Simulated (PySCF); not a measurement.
# NbF₄⁺: one geometry, several methods

How much do the numbers for NbF₄⁺ (singlet) hang on the method? All levels run at one geometry, the PBE0 minimum.

The runs use PySCF 2.14.0; several methods, basis Nb def2-SVP with ECP28, F def2-SVP, scalar-relativistic core potentials, no spin–orbit coupling, density fitting.

## (1) The system as given

5 atoms, charge 1, spin multiplicity 1.

Bond lengths: Nb1–F2 1.787 Å, Nb1–F3 1.787 Å, Nb1–F4 1.787 Å, Nb1–F5 1.787 Å. Angles: F2–Nb1–F3 109.5°, F2–Nb1–F4 109.5°, F2–Nb1–F5 109.5°, F3–Nb1–F4 109.5°, F3–Nb1–F5 109.5°, F4–Nb1–F5 109.5°.

Coordinates in bohr (charge 1 multiplicity 1):
```
Nb    0.0000    0.0000    0.0000
F     0.0025    2.7572   -1.9496
F     0.0000   -2.7572   -1.9496
F     2.7560   -0.0013    1.9514
F    -2.7585    0.0013    1.9479
```

## (2) Density, ELF and potential

The plane holds Nb1 at (0.00, 0.00), F2 at (1.79, 0.00), F3 at (-0.60, 1.68) Å. Columns run from x = -2.55 to 4.05 Å, rows from y = 4.05 (top) to -1.95 Å, in steps of 0.3 Å. Electrons inside core potentials are absent.

Density (cut at 5 e/Å³):

Ten steps from '0' (0.000 e/Å³) to '9' (5.000 e/Å³), finer at the low end (step k begins (100^(k/10) - 1)/99 of the way up):
```
00000000000000000000000
00000000000000000000000
00000000000000000000000
00000000000000000000000
00000111100000000000000
00002344321000000000000
00013688642000000000000
00025899952100000000000
00126999963100000000000
00025899853111110000000
00013677654222322100000
00012457776445654210000
00001369999657997420000
00001479559779999520000
00001479559779999520000
00001369999657997420000
00001246776445654210000
00001123443222322100000
00000112211111110000000
00000001000000000000000
00000000000000000000000
```

ELF (0 where the density is under 0.005 e/Å³):

Ten even steps from '0' (0.00) to '9' (0.89):
```
00000000000000000000000
00000000000000000000000
00000000000000000000000
00000011100000000000000
00001233320000000000000
00024577642000000000000
00136999974100000000000
00258977985200000000000
00258912985100000000000
00258988973001221100000
00146887421014554310000
00012223564127887520000
00000159899439999731000
00000299008549129841000
00000299009549129841000
00000169999439999731000
00000015897127887520000
00000000121014554310000
00000000000001222100000
00000000000000000000000
00000000000000000000000
```

Electrostatic potential (cut at 20 V):

Ten steps from '0' (2.52 V) to '9' (20.00 V), finer at the low end (step k begins (100^(k/10) - 1)/99 of the way up):
```
22333333344333333222100
33334444444444433332210
33444444444444444333221
44444455555555444433322
44455555555555554443332
44555677666665555444332
55557899876666655544433
55568999987776665554433
55668999998777665554433
56678999999887766554443
66778999999988776555443
66788999999999887655443
67789999999999999755443
67789999999999999865443
67789999999999999865443
67789999999999999755443
67788999999999887655443
66778899999998776555443
66677889999887766554443
56667788888877666554433
55666777777777665554433
```

Making the fields took 2.4 s on 2 threads of Arm Neoverse V2, shared host.

## (3) PBE0

The steps are one call of a driver around PySCF; scf.py gives each level's set-up. Each SCF starts from the density of the minimum. The driver also runs the species with one electron less or more at the same geometry; their logs are not shown.

Input file scf.py:

```python
from pyscf import gto, scf, dft
mol = gto.M(atom='''
Nb     0.000000    -0.000000    -0.000000
F      0.001336     1.459055    -1.031707
F     -0.000001    -1.459055    -1.031708
F      1.458387    -0.000668     1.032651
F     -1.459722     0.000669     1.030764''',
    basis={'Nb': 'def2-SVP', 'F': 'def2-SVP'},
    ecp={'Nb': 'def2-SVP'},
    charge=1, spin=0)
mf = dft.RKS(mol, xc='PBE0')
mf.grids.atom_grid = (75, 302)
aux = {'Nb': 'def2-universal-JKFIT', 'F': 'def2-universal-JKFIT'}
mf = mf.density_fit(auxbasis=aux)
mf.conv_tol = 1e-08
mf.diis_space = 10
mf.max_cycle = 60
mf.verbose = 4
mf.kernel()
```

Run with:

```bash
OMP_NUM_THREADS=2 python axn.py task.json out
```

Standard output:

```text
init E= -455.577131576287
  HOMO = -0.730023067764978  LUMO = -0.376620806273288  gap/eV = 9.61657
cycle= 1 E= -455.577131576231  delta_E= 5.62e-11  |g|= 1.99e-05  |ddm|= 1.81e-05
  HOMO = -0.730021468184013  LUMO = -0.376622846660711  gap/eV = 9.61647
Extra cycle  E= -455.577131575945  delta_E= 2.86e-10  |g|= 4.44e-05  |ddm|= 3.98e-05
converged SCF energy = -455.577131575945
```

This level, with the species of one electron less or more, took 6.7 s.

- energy: -455.577132 Eh
- one electron less (charge +2): -454.753727 Eh (doublet, ⟨S²⟩ 0.78)
- one electron more (charge +0): -455.851399 Eh (doublet, ⟨S²⟩ 0.75)
- Mulliken charge of Nb1: +1.80 e

## (4) HF

Changes to scf.py since step 3:

```diff
@@ -11,2 +11 @@
-mf = dft.RKS(mol, xc='PBE0')
-mf.grids.atom_grid = (75, 302)
+mf = scf.RHF(mol)
```

Standard output (excerpt; [...] marks lines left out):

```text
[... the frontier levels of the middle cycles are left out ...]
init E= -453.651814690545
  HOMO = -0.924671905863852  LUMO = -0.186741197126912  gap/eV = 20.08012
cycle= 1 E= -453.692672759747  delta_E= -0.0409  |g|= 0.245  |ddm|= 0.538
  HOMO = -0.923970223191824  LUMO = -0.278234846391925  gap/eV = 17.57135
cycle= 2 E= -453.695805430776  delta_E= -0.00313  |g|= 0.197  |ddm|= 0.357
  HOMO = -0.937198597944465  LUMO = -0.250584473669063  gap/eV = 18.68372
cycle= 3 E= -453.702977366245  delta_E= -0.00717  |g|= 0.0221  |ddm|= 0.14
cycle= 4 E= -453.703085216262  delta_E= -0.000108  |g|= 0.00542  |ddm|= 0.02
cycle= 5 E= -453.703098832597  delta_E= -1.36e-05  |g|= 0.00148  |ddm|= 0.00952
cycle= 6 E= -453.703100874603  delta_E= -2.04e-06  |g|= 0.000283  |ddm|= 0.0039
cycle= 7 E= -453.703100944159  delta_E= -6.96e-08  |g|= 4.09e-05  |ddm|= 0.000748
cycle= 8 E= -453.703100944987  delta_E= -8.28e-10  |g|= 4.31e-06  |ddm|= 7.75e-05
  HOMO = -0.934701873167484  LUMO = -0.248412263092833  gap/eV = 18.67489
Extra cycle  E= -453.703100945  delta_E= -1.27e-11  |g|= 1.77e-06  |ddm|= 7.05e-06
converged SCF energy = -453.703100945
```

This level, with the species of one electron less or more, took 2 s.

* energy: -453.703101 Eh
* one electron less (charge +2): -452.823934 Eh (doublet, ⟨S²⟩ 1.02)
* one electron more (charge +0): -454.009234 Eh (doublet, ⟨S²⟩ 0.75)
* Mulliken charge of Nb1: +2.43 e

## (5) PBE

Changes to scf.py since step 4:

```diff
@@ -11 +11,2 @@
-mf = scf.RHF(mol)
+mf = dft.RKS(mol, xc='PBE')
+mf.grids.atom_grid = (75, 302)
```

Standard output (excerpt; [...] marks lines left out):

```text
[... the frontier levels of the middle cycles are left out ...]
init E= -455.643683751322
  HOMO = -0.646222643526289  LUMO = -0.419155799635724  gap/eV = 6.17880
cycle= 1 E= -455.62321409382  delta_E= 0.0205  |g|= 0.362  |ddm|= 0.383
  HOMO = -0.67397477515495  LUMO = -0.340825063058128  gap/eV = 9.06547
cycle= 2 E= -455.437207179777  delta_E= 0.186  |g|= 1.02  |ddm|= 0.946
  HOMO = -0.643452143170919  LUMO = -0.388828234786906  gap/eV = 6.92867
cycle= 3 E= -455.649608879775  delta_E= -0.212  |g|= 0.0425  |ddm|= 0.672
cycle= 4 E= -455.649966207192  delta_E= -0.000357  |g|= 0.0175  |ddm|= 0.0569
cycle= 5 E= -455.650033054839  delta_E= -6.68e-05  |g|= 0.002  |ddm|= 0.0125
cycle= 6 E= -455.650033885904  delta_E= -8.31e-07  |g|= 0.00023  |ddm|= 0.00134
cycle= 7 E= -455.650033892068  delta_E= -6.16e-09  |g|= 0.000148  |ddm|= 0.000154
cycle= 8 E= -455.650033896237  delta_E= -4.17e-09  |g|= 1.44e-06  |ddm|= 9.33e-05
  HOMO = -0.649146891580435  LUMO = -0.397980695423845  gap/eV = 6.83458
Extra cycle  E= -455.650033896232  delta_E= 4.55e-12  |g|= 4.59e-06  |ddm|= 3.77e-06
converged SCF energy = -455.650033896232
```

This level, with the species of one electron less or more, took 83 s.

* energy: -455.650034 Eh
* one electron less (charge +2): -454.865099 Eh (doublet, ⟨S²⟩ 0.76)
* one electron more (charge +0): -455.897323 Eh (doublet, ⟨S²⟩ 0.75)
* Mulliken charge of Nb1: +1.56 e

## (6) B3LYP

Changes to scf.py since step 5:

```diff
@@ -11 +11 @@
-mf = dft.RKS(mol, xc='PBE')
+mf = dft.RKS(mol, xc='B3LYP')
```

Standard output:

```text
init E= -455.987518790892
  HOMO = -0.717878355547442  LUMO = -0.384909741218549  gap/eV = 9.06054
cycle= 1 E= -455.988228625504  delta_E= -0.00071  |g|= 0.0324  |ddm|= 0.0803
  HOMO = -0.711504014782608  LUMO = -0.382701537624603  gap/eV = 8.94717
cycle= 2 E= -455.987738401264  delta_E= 0.00049  |g|= 0.0624  |ddm|= 0.0474
  HOMO = -0.71505416729824  LUMO = -0.381355983359451  gap/eV = 9.08039
cycle= 3 E= -455.988361559158  delta_E= -0.000623  |g|= 0.0107  |ddm|= 0.0409
  HOMO = -0.715535869900496  LUMO = -0.383137973011989  gap/eV = 9.04501
cycle= 4 E= -455.988388402792  delta_E= -2.68e-05  |g|= 0.000472  |ddm|= 0.01
  HOMO = -0.715551307529766  LUMO = -0.38313093873858  gap/eV = 9.04562
cycle= 5 E= -455.988388446483  delta_E= -4.37e-08  |g|= 5.53e-05  |ddm|= 0.000357
  HOMO = -0.715551552698091  LUMO = -0.383125469254687  gap/eV = 9.04577
cycle= 6 E= -455.988388447183  delta_E= -7e-10  |g|= 9.52e-06  |ddm|= 5.91e-05
  HOMO = -0.715551047616673  LUMO = -0.383126652751416  gap/eV = 9.04573
Extra cycle  E= -455.988388447111  delta_E= 7.21e-11  |g|= 2.25e-05  |ddm|= 2.04e-05
converged SCF energy = -455.988388447111
```

This level, with the species of one electron less or more, took 8 s on 2 threads of Arm Neoverse V2, shared host.

| Quantity | Value |
| --- | --- |
| energy | -455.988388 Eh |
| one electron less (charge +2) | -455.170486 Eh (doublet, ⟨S²⟩ 0.77) |
| one electron more (charge +0) | -456.258603 Eh (doublet, ⟨S²⟩ 0.75) |
| Mulliken charge of Nb1 | +1.73 e |

## (7) r2SCAN

Changes to scf.py since step 6:

```diff
@@ -11,2 +11,2 @@
-mf = dft.RKS(mol, xc='B3LYP')
-mf.grids.atom_grid = (75, 302)
+mf = dft.RKS(mol, xc='R2SCAN')
+mf.grids.atom_grid = (90, 434)
```

Standard output (excerpt; [...] marks lines left out):

```text
[... the frontier levels of the middle cycles are left out ...]
init E= -455.850547529092
  HOMO = -0.674928694683236  LUMO = -0.412918197525593  gap/eV = 7.12967
cycle= 1 E= -455.849836387166  delta_E= 0.000711  |g|= 0.108  |ddm|= 0.156
  HOMO = -0.678515434561133  LUMO = -0.382282115756483  gap/eV = 8.06092
cycle= 2 E= -455.832540272484  delta_E= 0.0173  |g|= 0.312  |ddm|= 0.303
  HOMO = -0.670527308312929  LUMO = -0.397907106476143  gap/eV = 7.41837
cycle= 3 E= -455.852426082784  delta_E= -0.0199  |g|= 0.0157  |ddm|= 0.205
cycle= 4 E= -455.852482817071  delta_E= -5.67e-05  |g|= 0.00144  |ddm|= 0.0173
cycle= 5 E= -455.85248319354  delta_E= -3.76e-07  |g|= 0.000366  |ddm|= 0.000698
cycle= 6 E= -455.85248322186  delta_E= -2.83e-08  |g|= 3.36e-05  |ddm|= 0.000269
cycle= 7 E= -455.852483222071  delta_E= -2.11e-10  |g|= 3.8e-06  |ddm|= 2.4e-05
  HOMO = -0.672863380933545  LUMO = -0.401610490712551  gap/eV = 7.38117
Extra cycle  E= -455.85248322205  delta_E= 2.08e-11  |g|= 1.08e-05  |ddm|= 9.34e-06
converged SCF energy = -455.85248322205
```

This level, with the species of one electron less or more, took 19 s.

| Quantity | Value |
| --- | --- |
| energy | -455.852483 Eh |
| one electron less (charge +2) | -455.049323 Eh (doublet, ⟨S²⟩ 0.76) |
| one electron more (charge +0) | -456.111871 Eh (doublet, ⟨S²⟩ 0.75) |
| Mulliken charge of Nb1 | +1.74 e |

## (8) TPSSh

Changes to scf.py since step 7:

```diff
@@ -11 +11 @@
-mf = dft.RKS(mol, xc='R2SCAN')
+mf = dft.RKS(mol, xc='TPSSH')
```

Standard output (excerpt; [...] marks lines left out):

```text
[... the frontier levels of the middle cycles are left out ...]
init E= -455.951752880153
  HOMO = -0.688276640993935  LUMO = -0.39686979616844  gap/eV = 7.92958
cycle= 1 E= -455.951929403893  delta_E= -0.000177  |g|= 0.0628  |ddm|= 0.106
  HOMO = -0.689208037763769  LUMO = -0.377374851184277  gap/eV = 8.48541
cycle= 2 E= -455.947073448266  delta_E= 0.00486  |g|= 0.169  |ddm|= 0.171
  HOMO = -0.684885795732138  LUMO = -0.386453232480096  gap/eV = 8.12076
cycle= 3 E= -455.95281318896  delta_E= -0.00574  |g|= 0.00992  |ddm|= 0.111
cycle= 4 E= -455.952834425982  delta_E= -2.12e-05  |g|= 0.000797  |ddm|= 0.0106
cycle= 5 E= -455.952834524375  delta_E= -9.84e-08  |g|= 0.000261  |ddm|= 0.000341
cycle= 6 E= -455.952834538205  delta_E= -1.38e-08  |g|= 1.92e-05  |ddm|= 0.000199
cycle= 7 E= -455.952834538262  delta_E= -5.73e-11  |g|= 8.75e-06  |ddm|= 1.7e-05
  HOMO = -0.686489949787917  LUMO = -0.388935162683908  gap/eV = 8.09688
Extra cycle  E= -455.952834538177  delta_E= 8.53e-11  |g|= 2.3e-05  |ddm|= 2.03e-05
converged SCF energy = -455.952834538177
```

This level, with the species of one electron less or more, took 15 s.

* energy: -455.952835 Eh
* one electron less (charge +2): -455.150138 Eh (doublet, ⟨S²⟩ 0.77)
* one electron more (charge +0): -456.214493 Eh (doublet, ⟨S²⟩ 0.75)
* Mulliken charge of Nb1: +1.75 e

## (9) Comparison of the levels

| level | vertical ionisation energy (eV) | vertical electron affinity (eV) | −ε(HOMO) (eV) | gap (eV) | wall time |
| --- | --- | --- | --- | --- | --- |
| PBE0 | 22.41 | 7.46 | 19.86 | 9.62 | 6.7 s |
| HF | 23.92 | 8.33 | 25.43 | 18.67 | 2 s |
| PBE | 21.36 | 6.73 | 17.66 | 6.83 | 83 s |
| B3LYP | 22.26 | 7.35 | 19.47 | 9.05 | 8 s |
| r2SCAN | 21.86 | 7.06 | 18.31 | 7.38 | 19 s |
| TPSSh | 21.84 | 7.12 | 18.68 | 8.10 | 15 s |

Times are for 2 threads of Arm Neoverse V2, shared host; PBE0 starts from its own converged density, so its time is not comparable. A dash stands where a species or a free atom was not run at that level, or the quantity is not defined.

## (10) Results

| quantity | value |
| --- | --- |
| vertical ionisation energy, range | 21.36 (PBE) to 23.92 (HF) eV |
| vertical electron affinity, range | 6.73 (PBE) to 8.33 (HF) eV |
| orbital gap, range | 6.83 (PBE) to 18.67 (HF) eV |

In words: The vertical ionisation energy spreads over 2.56 eV, from PBE to HF; without a CCSD(T) value for it there is no yardstick here. The stability of the closed-shell solution was not tested.
